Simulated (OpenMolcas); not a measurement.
# Ti²⁺: CASSCF terms and fine-structure levels

Wanted: the level scheme of Ti²⁺ from active-space wave functions.

Program: OpenMolcas 26.06. Level of theory: state-averaged CASSCF, spin-orbit coupling by RASSI with atomic mean-field integrals. These are calculated values, not measurements, unless marked.

**1. The atom as given**

```
Species                           : Ti²⁺ (titanium, Z = 22, 20 electrons)
Basis                             : ANO-RCC-MB [4s3p1d], 18 functions
Scalar Hamiltonian                : DKH2, point nucleus
Inactive shells                   : 1s 2s 2p 3s 3p
Active space                      : 2 electrons in 5 orbitals (3d)
Some configurations of this space : 3d²
Orbitals                          : optimised for each spin and parity, averaged over all roots
```

The outer shells:

3d2
```
3d [↑ ][↑ ][  ][  ][  ]
```

The work runs as a chain of OpenMolcas steps in one folder; each step below is one input file. Labels, J, g values, rates, χT and fits are worked out afterwards by a script from the matrices that RASSI stores.

**2. GATEWAY and SEWARD: basis and integrals**

File a.inp:

```
&GATEWAY
Coord
1

Ti 0.0 0.0 0.0
Basis=ANO-RCC-MB
Group=XYZ
NoMove
AngMom=0.0 0.0 0.0
AMFI
&SEWARD
```

**3. CASSCF: triplets of even parity, 10 roots**

File a.inp:

```
&RASSCF
FileOrb=start.orb
Symmetry=1
Spin=3
nActEl=2 0 0
Inactive=3 6
Ras2=5 0
CIRoot=10 10 1
SDav=10
CIMx=300
Iter=120 100
PrWF=0.3
OrbListing=Nothing
MaxOrb=0
Atom
>>> COPY $Project.JobIph JOB001
```

start.orb holds the contracted functions of the basis, ordered by shell, or the orbitals of the step before.

**4. CASSCF: singlets of even parity, 15 roots**

File a.inp:

```
&RASSCF
FileOrb=start.orb
Symmetry=1
Spin=1
nActEl=2 0 0
Inactive=3 6
Ras2=5 0
CIRoot=15 15 1
SDav=15
CIMx=300
Iter=120 100
PrWF=0.3
OrbListing=Nothing
MaxOrb=0
Atom
>>> COPY $Project.JobIph JOB002
```

**5. State interaction with spin-orbit coupling**

File a.inp:

```
&RASSI
NrOfJobIphs=2 10 15
1 2 3 4 5 6 7 8 9 10
1 2 3 4 5 6 7 8 9 10 11 12 13 14 15
IphNames
JOB001
JOB002
EJob
SpinOrbit
DIPRint=1.0
SOCoupling=1000.0
Subsets=2
MEES
Property=10
'ANGMOM' 1 'ANGMOM' 2 'ANGMOM' 3 'MLTPL  1' 1 'MLTPL  1' 2 'MLTPL  1' 3
'AMFI' 1 'AMFI' 2 'AMFI' 3 'MLTPL  2' 6
SOProperty=3
'ANGMOM' 1 'ANGMOM' 2 'ANGMOM' 3
```

(Steps that only read results are left out.)

Before running it: what results should come out? Wanted: lowest level; first excited level; lowest level of another term; spin-orbit lowering of the lowest level; strongest of the lines computed, by gA.

The runs gave:

```
                                                                                   quantity                                          value
                                                                                     method                                         CASSCF
                                                                               lowest level         3d² ³F₂, 100 % of that term, g = 0.666
                                                                ground level listed by NIST                                            3F2
                                                                        first excited level                            3d² ³F₃ at 167 cm⁻¹
                                                               lowest level of another term                           3d² ¹D₂ at 9960 cm⁻¹
                                                    spin-orbit lowering of the lowest level                                       222 cm⁻¹
strongest of the lines computed, by gA (one parity, so forbidden lines), at CASSCF energies  3d² ¹S₀ → 3d² ¹D₂, 357.9 nm, A = 2.31e+01 s⁻¹
```

What this shows: The multiplet ³F is regular; its intervals divided by the larger J differ by 2 % of their mean, where Landé's rule for pure LS coupling makes them equal. The computed levels miss the measured ones by 1600 cm⁻¹ on average. Only the configurations of the active space and the roots asked for are present. Only valence configurations of the active space appear, up to the ionisation limit; * or ° marks odd parity.
